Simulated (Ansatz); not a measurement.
**C3H9InO: one species, many methods**

Aim: compute C3H9InO with functionals from several rungs and with coupled cluster. The yardstick is the atomisation energy at the CCSD(T) limit.

Computed with Ansatz 0.2.0, Gaussian basis. Level: functionals in def2-TZVPP, the program's frozen cores in correlated methods.

Levels to be run: LDA (SPW92), PBE-D4, revPBE-D4, BLYP-D4, r2SCAN-D4, B97M-V, PBE0-D4, B3LYP-D4, r2SCANh-D4, r2SCAN0-D4, HSE06-D4, BHLYP-D4, CAM-B3LYP-D4, LC-ωPBE, ωB97X-V, ωB97M-V, B2PLYP, PBE-QIDH; CCSD(T)/def2-SVP; CCSD(T)/def2-TZVPP; MP2/def2-QZVPP; extrapolation to the limit; RPA on PBE.

### Step 1. Structure used throughout

All runs share one geometry, relaxed beforehand with PBE0-D4 in a triple-zeta def2 set. In takes the def2 core potential; no spin-orbit term is included.

SMILES `CC(C)=[O+][InH3-]`, 14 atoms, charge 0, spin multiplicity 1.

Atoms are counted from 1 here; the program's logs count them from 0.

Bond lengths: C1–C2 1.492 Å, C1–H6 1.094 Å, C1–H7 1.094 Å, C1–H8 1.088 Å, C2–C3 1.494 Å, C2–O4 1.220 Å, C3–H9 1.089 Å, C3–H10 1.094 Å, C3–H11 1.094 Å, O4–In5 2.364 Å, In5–H12 1.740 Å, In5–H13 1.740 Å, In5–H14 1.723 Å. Angles: C2–C1–H6 109.4°, C2–C1–H7 109.4°, C2–C1–H8 110.9°, H6–C1–H7 106.5°, H6–C1–H8 110.3°, H7–C1–H8 110.3°, C1–C2–C3 118.5°, C1–C2–O4 120.1°, C3–C2–O4 121.4°, C2–C3–H9 112.8°, C2–C3–H10 108.7°, C2–C3–H11 108.8°, H9–C3–H10 110.0°, H9–C3–H11 110.1°, H10–C3–H11 106.3°, C2–O4–In5 127.2°, O4–In5–H12 94.7°, O4–In5–H13 94.8° and more.

### Step 2. LDA

This LDA is Slater exchange with PW92 correlation.

Contents of in.yaml:

```yaml
crystal:
  periodic: [false, false, false]
  atoms:
    - {symbol: C, position_ang: [-1.733984, 0.908719, 0.914661]}
    - {symbol: C, position_ang: [-0.533547, 0.281331, 0.289699]}
    - {symbol: C, position_ang: [0.701610, 0.128537, 1.116069]}
    - {symbol: O, position_ang: [-0.573299, -0.093844, -0.870777]}
    - {symbol: In, position_ang: [1.166395, -1.117406, -2.101850]}
    - {symbol: H, position_ang: [-1.476513, 1.911099, 1.270054]}
    - {symbol: H, position_ang: [-2.026609, 0.332275, 1.797543]}
    - {symbol: H, position_ang: [-2.558611, 0.959494, 0.207147]}
    - {symbol: H, position_ang: [0.580580, 0.508827, 2.128827]}
    - {symbol: H, position_ang: [1.525144, 0.647292, 0.616722]}
    - {symbol: H, position_ang: [0.977949, -0.929546, 1.143285]}
    - {symbol: H, position_ang: [1.349764, -2.456213, -1.004934]}
    - {symbol: H, position_ang: [2.284744, 0.200276, -1.896413]}
    - {symbol: H, position_ang: [0.303476, -1.309941, -3.581232]}
basis:
  gaussian: {orbitals: def2-TZVPP}
hamiltonian: {xc: lda}
output: {orbitals: {seedname: orbitals}}
```

Command:

```sh
$ ansatz run in.yaml --threads 4 --pin off --events-out ev --progress --plain --max-ram 11315MiB
```

After this run come: PBE-D4 (GGA); revPBE-D4 (GGA); BLYP-D4 (GGA); r2SCAN-D4 (meta-GGA); B97M-V (meta-GGA); PBE0-D4 (hybrid); B3LYP-D4 (hybrid); r2SCANh-D4 (hybrid); r2SCAN0-D4 (hybrid); HSE06-D4 (hybrid); BHLYP-D4 (hybrid); CAM-B3LYP-D4 (range-separated); LC-ωPBE (range-separated); ωB97X-V (range-separated); ωB97M-V (range-separated); B2PLYP (double hybrid); PBE-QIDH (double hybrid); CCSD(T) in def2-SVP; CCSD(T) in def2-TZVPP; MP2 in def2-QZVPP; RPA on PBE orbitals.

Before running them: what should the planned runs give, taken together? Wanted: atomisation energy, CCSD(T)/CBS; farthest beyond LDA; mean size of error, GGA; mean size of error, meta-GGA; mean size of error, hybrid; mean size of error, range-separated; mean size of error, double hybrid; gap, smallest and largest; T1 diagnostic.

The runs gave:

| quantity | value |
| --- | --- |
| atomisation energy, CCSD(T)/CBS | 50.756 eV |
| functionals within 0.508 eV (1.0 %) | revPBE-D4, BLYP-D4, r2SCAN-D4, B97M-V, PBE0-D4, B3LYP-D4, r2SCANh-D4, HSE06-D4, CAM-B3LYP-D4, LC-ωPBE, ωB97X-V, ωB97M-V, PBE-QIDH |
| farthest beyond LDA | BHLYP-D4 (-1.398 eV) |
| mean size of error, GGA | 0.498 eV |
| mean size of error, meta-GGA | 0.212 eV |
| mean size of error, hybrid | 0.408 eV |
| mean size of error, range-separated | 0.157 eV |
| mean size of error, double hybrid | 0.574 eV |
| gap, smallest and largest | 3.39 eV (LDA (SPW92)), 10.93 eV (LC-ωPBE) |
| T1 diagnostic | 0.0148 |
| triples share of the correlation energy | 3.5 % |

The LDA atomisation energy is off by 7.119 eV (14 %): it overbinds. PBE-D4 misses by +0.675 eV. Double hybrids carry the basis error of their MP2 part in triple zeta, and no dispersion term here, so their miss is partly the set-up's. The rungs range-separated, meta-GGA, hybrid, GGA miss on average by less than the doubt on the reference (0.508 eV), so they tie. Misses under about 0.508 eV are within the doubt on the reference itself, which lacks core-valence correlation, spin-orbit coupling and higher excitations, and its outer-core shells are covered unevenly. All levels share the lack of spin-orbit coupling, which lowers the free heavy atoms and so the true binding. Hartree-Fock recovers 74 % of the binding; the rest is correlation. CCSD(T) in def2-SVP is off by -2.173 eV, more than most functionals: a good method in a small basis is no reference. The gap grows from 3.4 to 10.9 eV across the functionals, mostly with the share of exact exchange. Correlated methods include outer-core shells of In, which these sets cover unevenly.
